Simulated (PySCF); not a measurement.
# C2H7BO2Si: the cost of one run

Computed with PySCF 2.14.0, with density-fitted response routines of our own, on a single molecule in the gas phase. Atoms are numbered from 0 throughout.

## Step 1: The starting structure

13 atoms, charge 0, multiplicity 1; geometry from: GFN2-xTB. The atoms were then displaced at random by about 0.01 Å, so the start is not that level's minimum.

Bonds of the start (Å): B0–C1 1.59, C1–C2 1.58, C2–O3 1.34, O3–Si4 1.66, Si4–O5 1.62, O5–C1 1.41, B0–H6 1.16, B0–H7 1.18, C1–H8 1.12, C2–H9 1.11, C2–H10 1.09, Si4–H11 1.46, Si4–H12 1.46.

## Step 2: Optimising the geometry at PBE0-D3(BJ)/def2-SVP

The job: settings as JSON, then the geometry in Å.

```
{"job": {"xc": "PBE0", "basis": "def2-SVP", "d3": "d3bj", "grid": 1, "shake": 0.01, "kind": "geom"}, "charge": 0, "multiplicity": 1}
B      1.970900    -0.112570    -0.451770
C      0.638020    -0.318850     0.381010
C     -0.158120     1.043370     0.417730
O     -1.459560     0.783250     0.265820
Si    -1.774530    -0.742570    -0.308810
O     -0.247040    -1.274660    -0.157640
H      2.063000    -0.543240    -1.523390
H      2.795150     0.599280    -0.001610
H      0.837770    -0.610080     1.440400
H      0.021660     1.554430     1.387870
H      0.183460     1.700420    -0.378710
H     -2.681890    -1.384240     0.630730
H     -2.183010    -0.711420    -1.711960
```

Run with:

```sh
OMP_NUM_THREADS=1 python probes_run.py task.json out
```

This one command runs all jobs of the session in turn.

**Question.** How long does this first job take on 1 thread of Arm Neoverse V1, shared host, and how much memory does it need?

About 86 s, with a peak of 0.49 GiB.
